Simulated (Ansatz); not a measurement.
# CH₅BrOSi₂: up Jacob's ladder to CCSD(T)

An exercise on one series of results from a longer session: the logs are not shown, and one member is left open.

Computed with Ansatz 0.2.0, Gaussian basis. Level: functionals in def2-TZVPP, the program's frozen cores in correlated methods.

Plan: LDA (SPW92), PBE-D4, revPBE-D4, BLYP-D4, r2SCAN-D4, B97M-V, PBE0-D4, B3LYP-D4, r2SCANh-D4, r2SCAN0-D4, HSE06-D4, BHLYP-D4, CAM-B3LYP-D4, LC-ωPBE, ωB97X-V, ωB97M-V, B2PLYP, PBE-QIDH; CCSD(T)/def2-SVP; CCSD(T)/def2-TZVPP; MP2/def2-QZVPP; extrapolation to the limit; RPA on PBE.

### Structure used throughout

All runs share one geometry, relaxed beforehand with PBE0-D4 in a triple-zeta def2 set.

SMILES `[SiH3][Si@H]1O[C@@H]1Br`, 10 atoms, charge 0, spin multiplicity 1.

Atoms are counted from 1 here; the program's logs count them from 0.

Bond lengths: Si1–Si2 2.331 Å, Si1–H6 1.486 Å, Si1–H7 1.486 Å, Si1–H8 1.484 Å, Si2–O3 1.692 Å, Si2–C4 1.817 Å, Si2–H9 1.481 Å, O3–C4 1.418 Å, C4–Br5 1.935 Å, C4–H10 1.085 Å. Angles: Si2–Si1–H6 109.9°, Si2–Si1–H7 108.9°, Si2–Si1–H8 108.5°, H6–Si1–H7 109.3°, H6–Si1–H8 110.1°, H7–Si1–H8 110.1°, Si1–Si2–O3 115.5°, Si1–Si2–C4 122.7°, Si1–Si2–H9 118.4°, O3–Si2–C4 47.5°, O3–Si2–H9 114.9°, C4–Si2–H9 117.0°, Si2–O3–C4 70.9°, Si2–C4–O3 61.6°, Si2–C4–Br5 121.0°, Si2–C4–H10 127.3°, O3–C4–Br5 114.7°, O3–C4–H10 114.6° and more.

Geometry (Å):

```xyz
10

Si   -1.12853   -0.25363    1.51818
Si    0.29998    0.64591   -0.08938
O     1.70950   -0.24091   -0.38876
C     0.87326   -0.29749   -1.53196
Br    1.57953    0.59918   -3.09394
H    -0.58325   -0.00357    2.87797
H    -2.46040    0.39479    1.39704
H    -1.24725   -1.71334    1.27706
H     0.46688    2.11677   -0.13906
H     0.57359   -1.29903   -1.82416
```

Set-up of the first run:

in.yaml reads:

```yaml
crystal:
  periodic: [false, false, false]
  atoms:
    - {symbol: Si, position_ang: [-1.128529, -0.253631, 1.518185]}
    - {symbol: Si, position_ang: [0.299983, 0.645913, -0.089380]}
    - {symbol: O, position_ang: [1.709500, -0.240908, -0.388763]}
    - {symbol: C, position_ang: [0.873258, -0.297490, -1.531957]}
    - {symbol: Br, position_ang: [1.579525, 0.599182, -3.093936]}
    - {symbol: H, position_ang: [-0.583252, -0.003565, 2.877966]}
    - {symbol: H, position_ang: [-2.460401, 0.394788, 1.397042]}
    - {symbol: H, position_ang: [-1.247253, -1.713336, 1.277063]}
    - {symbol: H, position_ang: [0.466880, 2.116773, -0.139057]}
    - {symbol: H, position_ang: [0.573590, -1.299027, -1.824163]}
basis:
  gaussian: {orbitals: def2-TZVPP}
hamiltonian: {xc: lda}
output: {orbitals: {seedname: orbitals}}
```

Steps of the session up to this table: LDA; PBE-D4 (GGA); revPBE-D4 (GGA); BLYP-D4 (GGA); r2SCAN-D4 (meta-GGA); B97M-V (meta-GGA); PBE0-D4 (hybrid); B3LYP-D4 (hybrid); r2SCANh-D4 (hybrid); r2SCAN0-D4 (hybrid); HSE06-D4 (hybrid); BHLYP-D4 (hybrid); CAM-B3LYP-D4 (range-separated); LC-ωPBE (range-separated); ωB97X-V (range-separated); ωB97M-V (range-separated); B2PLYP (double hybrid); PBE-QIDH (double hybrid).

One of the session's tables, all rows but one given; the rest of the session is left out.

It belongs to the step «Orbital energies across the functionals». 

```
  functional  HOMO (eV)  LUMO (eV)  gap (eV)
 LDA (SPW92)      -6.22      -2.47      3.75
      PBE-D4      -6.06      -2.29      3.77
   revPBE-D4      -6.01      -2.22      3.79
     BLYP-D4      -5.91      -2.14      3.76
   r2SCAN-D4      -6.30      -2.15      4.15
      B97M-V      -6.39      -2.24      4.15
     PBE0-D4          ?          ?         ?
    B3LYP-D4      -7.01      -1.68      5.33
  r2SCANh-D4      -6.74      -1.86      4.87
  r2SCAN0-D4      -7.39      -1.43      5.96
    HSE06-D4      -6.84      -1.88      4.96
    BHLYP-D4      -8.28      -0.61      7.67
CAM-B3LYP-D4      -8.52      -0.44      8.07
     LC-ωPBE      -9.85       0.65     10.49
     ωB97X-V      -9.50       0.53     10.03
     ωB97M-V      -9.36       0.31      9.68
```

Q: Estimate the row for PBE0-D4 from the others.

**Answer.** HOMO (eV): -7.23; LUMO (eV): -1.50; gap (eV): 5.73. In the column «HOMO (eV)» it lies between r2SCAN0-D4 (-7.39) and B3LYP-D4 (-7.01).
